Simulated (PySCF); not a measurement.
# [SnH5]− (SMILES [H][Sn-]([H])([H])([H])[H]): levels of theory compared

Wanted: a comparison of 6 runs (wB97X-V/STO-3G, CCSDT(Q)/STO-3G, QCISD(T)/STO-3G, CISD/STO-3G, CCSD(T)/STO-3G, FCI/STO-3G) of [SnH5]−. 

The results are computed with PySCF 2.14.0.

10 further runs of the same task are left out: 10 set aside as unsound or not needed.

## (1) The molecule

The species is [SnH5]− (6 atoms), meant as a singlet with charge -1. As SMILES, `[H][Sn-]([H])([H])([H])[H]`. The Sn1–H2 distance was set to 2.263 Å, away from the relaxed value.

Bond lengths: Sn1–H3 1.889 Å, Sn1–H4 1.782 Å, Sn1–H5 1.783 Å, Sn1–H6 1.782 Å. Angles: H3–Sn1–H4 90.0°, H3–Sn1–H5 89.9°, H3–Sn1–H6 90.2°, H4–Sn1–H5 120.0°, H4–Sn1–H6 120.0°, H5–Sn1–H6 119.9°.

## (2) A single-point energy at wB97X-V/STO-3G (run 1)

calc.py reads:

```python
from pyscf import gto, dft

mol = gto.M(
    atom='''
Sn       0.004554      -0.000434      -0.376668
H       -0.020070      -0.006290       1.885790
H        0.024354       0.011696      -2.265118
H        1.786884       0.011756      -0.358228
H       -0.898366       1.536946      -0.380508
H       -0.876846      -1.548784      -0.390708
''',
    charge=-1,
    basis='sto-3g',
    max_memory=1860,
    verbose=4,
    spin=0,
)

mf = dft.RKS(mol)
mf.xc = 'wb97x-v'
mf.nlcgrids.level = 1
mf.grids.level = 5
mf.conv_tol = 1e-10
mf.kernel()
if not mf.converged:
    mf = mf.newton().run(mf.mo_coeff, mf.mo_occ)

e_tot = mf.e_tot
print('E = %.10f Eh' % e_tot)
```

On the command line:

```console
$ OMP_NUM_THREADS=1 python calc.py
```

The log of the run:

```text
PySCF version 2.14.0

[... 81 lines left out ...]
converged SCF energy = -5967.78042613943
E = -5967.7804261394 Eh
```

It took 20 s on 1 thread of Arm Neoverse V1, shared host; peak memory 0.25 GiB.

## (3) The energy at CCSDT(Q)/STO-3G (run 2)

input.py reads:

```python
from pyscf import gto, cc

mol = gto.M(
    atom='''
Sn       0.004554      -0.000434      -0.376668
H       -0.020070      -0.006290       1.885790
H        0.024354       0.011696      -2.265118
H        1.786884       0.011756      -0.358228
H       -0.898366       1.536946      -0.380508
H       -0.876846      -1.548784      -0.390708
''',
    basis='sto-3g',
    max_memory=1860,
    verbose=3,
    charge=-1,
)

mf = mol.RHF()
mf.conv_tol = 1e-10
mf.kernel()
if not mf.converged:
    mf = mf.newton().run(mf.mo_coeff, mf.mo_occ)

mycc = cc.CCSDT(mf, frozen=18)
mycc.kernel()
e_bracket, e_q = mycc.ccsdt_q()
etot = mycc.e_tot + e_q
print('Final energy', etot)
```

On the command line:

```console
$ OMP_NUM_THREADS=1 python input.py
```

The log of the run:

```text
converged SCF energy = -5965.89353371803
_make_eris_incore_RCCSDT

WARN: A large `blksize` is being used, which may cause large memory consumption
      for storing contraction intermediates. If memory is sufficient, consider using
      `pyscf.cc.rccsdt_highm.RCCSDT` instead.

RCCSDT converged
E(RCCSDT) = -5965.977701644315   E_corr = -0.08416792628288843
E_corr(same-spin) = -0.000726033177016464
E_corr(oppo-spin) = -0.083441893105872
_make_eris_incore_RCCSDT
Final energy -5965.9776996060655
```

Wall time 3.9 s (1 thread of Arm Neoverse V1, shared host); peak memory 0.12 GiB.

Runs 3 to 5 aren't shown in full; the table further down has their settings and results.

## (4) A single-point energy at FCI/STO-3G (run 6)

calc.py reads:

```python
from pyscf import gto, scf, mcscf
from pyscf import fci

mol = gto.M(
    atom='''
Sn     0.004554    -0.000434    -0.376668
H     -0.020070    -0.006290     1.885790
H      0.024354     0.011696    -2.265118
H      1.786884     0.011756    -0.358228
H     -0.898366     1.536946    -0.380508
H     -0.876846    -1.548784    -0.390708
''',
    charge=-1,
    max_memory=1860,
    basis='sto-3g',
    verbose=3,
)

mf = scf.RHF(mol)
mf.conv_tol = 1e-10
mf.kernel()
if not mf.converged:
    mf = mf.newton().run(mf.mo_coeff, mf.mo_occ)

cas = mcscf.CASCI(mf, mf.mo_coeff.shape[-1] - 18, (mol.nelec[0] - 18, mol.nelec[1] - 18))  # full CI above the frozen core
cas.fcisolver = fci.direct_spin0.FCI(mol)  # even spin states alone
cas.kernel()
print('<S^2> = %.4f' % cas.fcisolver.spin_square(cas.ci, cas.ncas, cas.nelecas)[0])
e_tot = cas.e_tot
print('Final energy', e_tot)
```

On the command line:

```console
$ OMP_NUM_THREADS=1 python calc.py
```

The log of the run:

```text
converged SCF energy = -5965.89353371803
CASCI E = -5965.97769352760  E(CI) = -92.9240930270507  S^2 = 0.0000000
<S^2> = 0.0000
Final energy -5965.977693527603
```

It took 17 s on 1 thread of Arm Neoverse V1, shared host; peak memory 0.32 GiB.

## (5) The series

```
run            level  integration grid  nlc grid   energy (Eh)  HOMO energy (eV)  LUMO energy (eV)  HOMO–LUMO gap (eV)  wall time
  1   wB97X-V/STO-3G                 5         1  -5967.780426              2.36             15.32               12.96       20 s
  2  CCSDT(Q)/STO-3G                 –         –  -5965.977700              1.82             17.10               15.28      3.9 s
  3  QCISD(T)/STO-3G                 –         –  -5965.977281              1.82             17.10               15.28     0.93 s
  4      CISD/STO-3G                 –         –  -5965.972401              1.82             17.10               15.28     0.85 s
  5   CCSD(T)/STO-3G                 –         –  -5965.977229              1.82             17.10               15.28     0.95 s
  6       FCI/STO-3G                 –         –  -5965.977694              1.82             17.10               15.28       17 s
```

## (6) Summary of results

```
                                                    quantity           value
                                         run 6: total energy  -5965.97769 Eh
                  run 6: HOMO energy (Hartree–Fock orbitals)         1.82 eV
                  run 6: LUMO energy (Hartree–Fock orbitals)        17.10 eV
run 6: HOMO–LUMO gap (to an unbound level, set by the basis)        15.28 eV
         run 6: correlation energy (18 core orbitals frozen)       -84.2 mEh
```

In words: Against full CI in this basis: CCSDT(Q) -0.0 mEh; QCISD(T) +0.4 mEh; CISD +5.3 mEh; CCSD(T) +0.5 mEh. In runs 1, 2, 3, 4, 5, 6 the HOMO lies above zero, so the outermost electron may be held by the basis alone. In runs 1, 2, 3, 4, 5, 6 the basis is minimal, so the values are rough. In runs 1, 2, 3, 4, 5, 6 relativity is left out where basis or elements ask for it. All runs together took 43 s, the longest 20 s.
